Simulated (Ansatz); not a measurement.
# C₃H₈BNO: a ladder of functionals and wavefunction methods

One table from this session's results is given with a row withheld; the runs are named, their logs left out.

Computed with Ansatz 0.2.0, Gaussian basis. Level: functionals in def2-TZVPP, the program's frozen cores in correlated methods.

Levels to be run: PBE-D4, r2SCAN-D4, PBE0-D4, B3LYP-D4, ωB97X-V, ωB97M-V, B2PLYP; CCSD(T)/def2-TZVPP; MP2/def2-QZVPP; extrapolation to the limit.

## The geometry

All runs share one geometry, relaxed beforehand with PBE0-D4 in a triple-zeta def2 set.

14 atoms, charge 0, spin multiplicity 1.

Atoms are counted from 1 here; the program's logs count them from 0.

Bond lengths: B1–C2 1.567 Å, B1–H7 1.194 Å, B1–H8 1.194 Å, C2–O3 1.425 Å, C2–C4 1.511 Å, C2–H9 1.099 Å, O3–H10 0.962 Å, C4–C5 1.335 Å, C4–N6 1.388 Å, C5–H11 1.081 Å, C5–H12 1.084 Å, N6–H13 1.008 Å, N6–H14 1.010 Å. Angles: C2–B1–H7 118.2°, C2–B1–H8 121.0°, H7–B1–H8 120.8°, B1–C2–O3 111.5°, B1–C2–C4 104.8°, B1–C2–H9 109.9°, O3–C2–C4 111.3°, O3–C2–H9 111.2°, C4–C2–H9 107.8°, C2–O3–H10 107.8°, C2–C4–C5 123.2°, C2–C4–N6 111.1°, C5–C4–N6 125.5°, C4–C5–H11 120.4°, C4–C5–H12 121.8°, H11–C5–H12 117.8°, C4–N6–H13 115.8°, C4–N6–H14 113.3° and more.

Set-up of the first run:

File in.yaml:

```yaml
crystal:
  periodic: [false, false, false]
  atoms:
    - {symbol: B, position_ang: [-1.856917, 0.025398, 0.092755]}
    - {symbol: C, position_ang: [-0.509908, 0.731714, -0.283333]}
    - {symbol: O, position_ang: [-0.263193, 1.861434, 0.549258]}
    - {symbol: C, position_ang: [0.549147, -0.330568, -0.097514]}
    - {symbol: C, position_ang: [1.233777, -0.864799, -1.110932]}
    - {symbol: N, position_ang: [0.621790, -0.737520, 1.227105]}
    - {symbol: H, position_ang: [-2.251301, -0.849901, -0.617013]}
    - {symbol: H, position_ang: [-2.468328, 0.345679, 1.067405]}
    - {symbol: H, position_ang: [-0.519382, 1.015104, -1.344697]}
    - {symbol: H, position_ang: [0.570327, 2.254645, 0.272346]}
    - {symbol: H, position_ang: [1.058875, -0.531926, -2.124303]}
    - {symbol: H, position_ang: [1.948411, -1.665727, -0.958837]}
    - {symbol: H, position_ang: [1.426315, -1.292246, 1.472691]}
    - {symbol: H, position_ang: [0.447388, 0.009512, 1.883967]}
basis:
  gaussian: {orbitals: def2-TZVPP}
hamiltonian: {xc: pbe, dispersion: d4}
output: {forces: true, orbitals: {seedname: orbitals}}
```

Run with:

```bash
$ ansatz run in.yaml --threads 4 --pin off --events-out ev --progress --plain --max-ram 10444MiB
```

Steps of the session up to this table: PBE-D4 (GGA); r2SCAN-D4 (meta-GGA); PBE0-D4 (hybrid); B3LYP-D4 (hybrid); ωB97X-V (range-separated); ωB97M-V (range-separated); B2PLYP (double hybrid); CCSD(T) in def2-TZVPP; MP2 in def2-QZVPP.

One table of the session follows, with a row left open; its other results are not shown here.

```
            method  atoms, summed (eV)  atomisation energy (kJ/mol)
            PBE-D4           -7388.891                       5611.6
         r2SCAN-D4           -7395.362                       5472.8
           PBE0-D4           -7390.751                       5495.3
          B3LYP-D4           -7400.404                       5476.1
           ωB97X-V           -7397.476                       5466.5
           ωB97M-V           -7396.367                       5481.3
            B2PLYP           -7394.059                       5408.7
     HF/def2-TZVPP           -7369.568                       3912.3
    MP2/def2-TZVPP                   ?                            ?
   CCSD/def2-TZVPP           -7385.705                       5214.2
CCSD(T)/def2-TZVPP           -7386.045                       5300.4
           MP2/CBS           -7384.949                       5543.5
       CCSD(T)/CBS           -7388.409                       5441.8
```

**Question.** Estimate the row for MP2/def2-TZVPP.

**Answer.** atoms, summed (eV): -7382.585; atomisation energy (kJ/mol): 5402.1. In the column «atoms, summed (eV)» it lies between MP2/CBS (-7384.949) and HF/def2-TZVPP (-7369.568).

To keep in mind: Free atoms (1 B, 3 C, 1 O, 1 N, 8 H) were run apart at each level; the atomisation energy is their sum less the molecule, without zero-point or spin-orbit terms.
